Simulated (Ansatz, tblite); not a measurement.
# MoH4: one state, many levels

The task here is to estimate one member of a computed series from the others.

Program: Ansatz 0.2.0, Gaussian basis. Level of theory: as each input shows. These are calculated values, not measurements.

Levels to be run: GFN1-xTB, GFN2-xTB, PBE-D4/def2-TZVP, r2SCAN-D4/def2-TZVP, HSE06-D4/def2-TZVP, HF/def2-TZVP, B97M-V/def2-TZVP, LDA/def2-TZVP, BHLYP-D4/def2-TZVP, PBE-D4/def2-SVP, PBE0-D4/def2-SVP, PBE0-D4/def2-TZVPD, PBE-D4/def2-TZVPD, r2SCAN-D4/def2-TZVPD, CCSD(T)/def2-TZVPP, MP2/def2-TZVP, RPA/def2-TZVP, CCSD(T)/def2-TZVPD.

1 further run of the same task is left out (it didn't finish).

### The geometry

The triplet was relaxed beforehand with r2SCAN-D4/def2-TZVP.

5 atoms, charge 0, spin multiplicity 3.

Bond lengths: Mo1–H2 1.689 Å, Mo1–H3 1.689 Å, Mo1–H4 1.689 Å, Mo1–H5 1.689 Å. Angles: H2–Mo1–H3 109.5°, H2–Mo1–H4 109.5°, H2–Mo1–H5 109.5°, H3–Mo1–H4 109.5°, H3–Mo1–H5 109.5°, H4–Mo1–H5 109.5°.

Formally the metal is d2. Mo takes a core potential in the def2 sets. No spin-orbit coupling is included.

PBE0-D4/def2-TZVP was run before; its log isn't repeated, and its numbers join the tables.

Set-up of the first run:

Tight binding, by tblite at 300 K electronic temperature and without a spin-polarisation term:

```python
tblite.interface.Calculator('GFN1-xTB', numbers, positions, charge=0, uhf=2).singlepoint()
```

Tight binding, by tblite at 300 K electronic temperature and without a spin-polarisation term:

```python
tblite.interface.Calculator('GFN2-xTB', numbers, positions, charge=0, uhf=2).singlepoint()
```

start.molden holds the orbitals of an earlier run on this state, given as this run's starting guess.

in.yaml

```yaml
crystal:
  periodic: [false, false, false]
  atoms:
    - {symbol: Mo, position_ang: [-0.000010, 0.000011, 0.000004]}
    - {symbol: H, position_ang: [0.010316, -0.017381, 1.688542]}
    - {symbol: H, position_ang: [1.588583, 0.010512, -0.572599]}
    - {symbol: H, position_ang: [-0.803422, 1.382168, -0.543809]}
    - {symbol: H, position_ang: [-0.795467, -1.375310, -0.572149]}
basis:
  gaussian: {orbitals: def2-TZVP, initial_orbitals: start.molden}
magnetization: {spin_polarized: true, initial_magnetization: 2}
hamiltonian: {xc: pbe, dispersion: d4}
scf: {omitted_lower_state_checks: [starts]}
output: {orbitals: {seedname: orbitals}}
```

On the command line:

```sh
> ansatz run in.yaml --threads 2 --pin off --events-out ev --progress --plain --max-ram 32768MiB --backend cpu
```

Among the steps run: PBE-D4/def2-TZVP; r2SCAN-D4/def2-TZVP; HSE06-D4/def2-TZVP; HF/def2-TZVP; B97M-V/def2-TZVP; LDA/def2-TZVP; BHLYP-D4/def2-TZVP; PBE-D4/def2-SVP; PBE0-D4/def2-SVP; PBE0-D4/def2-TZVPD; PBE-D4/def2-TZVPD; r2SCAN-D4/def2-TZVPD; CCSD(T)/def2-TZVPP; MP2/def2-TZVP; RPA/def2-TZVP; CCSD(T)/def2-TZVPD.

One of the session's tables, all rows but one given; the rest of the session is left out.

```
               level  HOMO (eV)  LUMO (eV)  gap (eV)
        HF/def2-TZVP          ?          ?         ?
       LDA/def2-TZVP      -5.52      -3.94      1.58
     PBE-D4/def2-SVP      -5.57      -3.43      2.13
    PBE-D4/def2-TZVP      -5.59      -3.45      2.14
   PBE-D4/def2-TZVPD      -5.61      -3.49      2.12
 r2SCAN-D4/def2-TZVP      -6.13      -2.97      3.16
r2SCAN-D4/def2-TZVPD      -6.14      -3.00      3.14
    B97M-V/def2-TZVP      -6.21      -3.10      3.11
    PBE0-D4/def2-SVP      -7.28      -2.21      5.07
   PBE0-D4/def2-TZVP      -7.29      -2.23      5.07
  PBE0-D4/def2-TZVPD      -7.30      -2.24      5.06
  HSE06-D4/def2-TZVP      -6.88      -2.59      4.29
  BHLYP-D4/def2-TZVP      -8.94      -1.42      7.52
```

Q: Estimate the row for HF/def2-TZVP from the others.

As computed: HOMO (eV): -12.24; LUMO (eV): 0.48; gap (eV): 12.72. In the column «HOMO (eV)» it is the lowest.
